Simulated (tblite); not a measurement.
# C6H13NOSi: the cost of one run

Programs: tblite 0.8.0 and PySCF 2.14.0, with density-fitted response routines of our own. Each step states its level of theory. These are calculated values for one molecule, in the gas phase or a continuum, unless marked as measured. Atoms are numbered from 0 throughout.

### Step 1. The starting structure

22 atoms, charge 0, multiplicity 1; geometry from: force field or distance geometry start.

Bonds of the start (Å): Si0–O1 1.74, O1–C2 1.38, C2–C3 1.33, C3–N4 1.42, N4–C5 1.47, C5–C6 1.53, C6–C7 1.51, C7–C8 1.52, C8–N4 1.45, Si0–H9 1.47, Si0–H10 1.45, Si0–H11 1.46, C2–H12 1.09, C3–H13 1.09, C5–H14 1.10, C5–H15 1.10, C6–H16 1.12, C6–H17 1.10, C7–H18 1.12, C7–H19 1.09, C8–H20 1.12, C8–H21 1.09.

### Step 2. Geometry optimisation with GFN2-xTB

Job settings and geometry (Å):

```
{"job": {"kind": "relax", "xc": "GFN2-xTB", "basis": "xTB"}, "charge": 0, "multiplicity": 1}
Si     3.961800    -0.225400     0.604700
O      2.985600     0.196800    -0.775600
C      1.607000     0.109700    -0.798500
C      0.904700     0.512900     0.257800
N     -0.513100     0.403900     0.188000
C     -1.387600    -0.482600     0.963900
C     -2.186900    -1.059500    -0.207600
C     -2.649600     0.228700    -0.838900
C     -1.430900     1.125100    -0.674000
H      5.168700    -0.894900     0.090200
H      4.410500     0.923200     1.366300
H      3.308800    -1.159900     1.523300
H      1.055500    -0.255600    -1.661500
H      1.425500     0.878000     1.143500
H     -2.111600     0.087800     1.573000
H     -0.825000    -1.240700     1.520000
H     -1.497200    -1.523600    -0.950900
H     -2.982900    -1.739700     0.118900
H     -3.506200     0.575200    -0.210300
H     -2.934000     0.116400    -1.886700
H     -1.806300     2.017600    -0.111100
H     -1.007100     1.426300    -1.636200
```

Run with:

```sh
> OMP_NUM_THREADS=1 python probes_run.py task.json out
```

This one command runs all jobs of the session in turn.

**Question.** How long does this first job take on 1 thread of Arm Neoverse V2, shared host, and how much memory does it need?

About 1.4 s, with a peak of 0.18 GiB.
